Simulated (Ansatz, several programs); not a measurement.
Hg2SeO, ordered on the zincblende lattice (P-4m2) with 4 atoms a cell, relaxed with PBE in Ansatz (plane waves, PAW): the symmetry is P-4m2 (No. 115, tetragonal); a = 4.104 Å, c = 5.676 Å in the conventional setting, 23.89 Å³ an atom. O has 4 Hg at 2.34 Å; Hg has 2 O at 2.34 Å and 2 Se at 2.67 Å; Se has 4 Hg at 2.67 Å. The cell was then scaled with its shape and fractional coordinates held, which makes it stiffer than a relaxed compression. These are computed values for a spin-unpolarised cell that may be hypothetical; none is a measurement.

| V (Å³/atom) | E (meV/atom) |
| --- | --- |
| 22.461 | 17.57 |
| 23.177 | 4.14 |
| 23.894 | 0.00 |
| 25.328 | 13.63 |

**Question.** Pass a cubic E = c₀ + c₁u + c₂u² + c₃u³, with u = V − 23.715 Å³, through these points.

**Answer.** c₀ = 0.24, c₁ = -2.763, c₂ = 7.959, c₃ = -0.6825 (meV and Å³).

**Question.** Where is the minimum, and what bulk modulus follows?

**Answer.** dE/du = 0 at u = +0.178, so V₀ = 23.89 Å³. B = V₀ d²E/dV² = 23.89 × (2c₂ + 6c₃u) = 23.89 × 15.191 = 363 meV/Å³, and 1 meV/Å³ is 0.16022 GPa: 58 GPa. A third-order Birch-Murnaghan fit to all five points gives 23.90 Å³ and 57 GPa.

**Question.** Predict the energy and the pressure at the withheld volume, 24.611 Å³.

**Answer.** With u = +0.896: E ≈ 3.66 meV and P = −dE/dV ≈ -1.58 GPa. The run gives 3.56 meV and, from its stress, -1.57 GPa.
